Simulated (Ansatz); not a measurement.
# SiB6: what a guessed cell relaxes into

Where does this trial cell of SiB6 go when cell and atoms are let free?

Computed with Ansatz 0.2.0 (DFT PBE, scalar-relativistic, plane waves, PAW, unless a step's input says otherwise).

### Step 1. Starting point

The structure is tetragonal, space group I4/mmm (No. 139). The conventional cell has a = 4.513 Å, b = 4.513 Å, c = 6.968 Å, α = 90.00°, β = 90.00°, γ = 90.00°. Si (site symmetry 4/mmm) has 12 B at 2.26 to 2.58 Å as nearest neighbours. B (site symmetry m2m) has 3 B at 1.25 to 1.42 Å as nearest neighbours. B (site symmetry mmm) is surrounded by 2 B at 1.25 Å.

Structure file:

```
Si B
1.0
    -2.25655    2.25655    3.48420
     2.25655   -2.25655    3.48420
     2.25655    2.25655   -3.48420
Si B
1 6
Direct
  0.50000 0.50000 0.00000
  0.00000 0.77701 0.77701
  0.00000 0.22299 0.22299
  0.77701 0.00000 0.77701
  0.22299 0.00000 0.22299
  0.50000 0.00000 0.50000
  0.00000 0.50000 0.50000
```

Recipe of the guess: random cell by space group and Wyckoff sites (I4/mmm, No. 139). The dimensions are guesses.

### Step 2. The guess as it stands, on a coarse mesh

Input file input.yaml:

```yaml
crystal:
  lattice:
    - [-2.25654966, 2.25654966, 3.48419949]
    - [2.25654966, -2.25654966, 3.48419949]
    - [2.25654966, 2.25654966, -3.48419949]
  atoms:
    - { symbol: Si, position: [0.5, 0.5, 0.0] }
    - { symbol: B, position: [0.0, 0.77700976, 0.77700976] }
    - { symbol: B, position: [0.0, 0.22299024, 0.22299024] }
    - { symbol: B, position: [0.77700976, 0.0, 0.77700976] }
    - { symbol: B, position: [0.22299024, 0.0, 0.22299024] }
    - { symbol: B, position: [0.5, 0.0, 0.5] }
    - { symbol: B, position: [0.0, 0.5, 0.5] }
basis:
  ecutwfc: 420
kpoints:
  mp_grid: { grid: [6, 6, 6] }
hamiltonian:
  xc: pbe
scf:
  occupations: { method: gaussian, width: 0.1 }
  lower_state_search: "off"
output:
  forces: true
  stress: true
  eigenvalues: true
```

Run with:

```
> ansatz run input.yaml --threads 1 --pin off --max-ram 2560MiB --backend cpu --events-out ev --progress --plain --runs-dir out
```

The session goes on with these runs: coarse relaxation; relaxation on the finer mesh.

Before running it: what results should come out? Wanted: conventional cell; volume; energy over the elements; gap on the mesh.

**Answer**, as computed:

| quantity | value |
| --- | --- |
| symmetry at the end (tolerance 0.05 Å) | space group I4/mmm (No. 139) |
| conventional cell | a = 5.993 Å, b = 5.993 Å, c = 3.399 Å, α = 90.00°, β = 90.00°, γ = 90.00° |
| volume | 8.72 Å³/atom |
| energy over the elements | +0.70 eV/atom |
| gap on the mesh | none (metal) |

In words: The space group I4/mmm (No. 139) is kept, and the volume per atom shrinks by 14.0 % from the first guess. With a positive formation energy it can't be a ground state. No finished test with a distortion of lower symmetry is shown, so the end may be a saddle point.
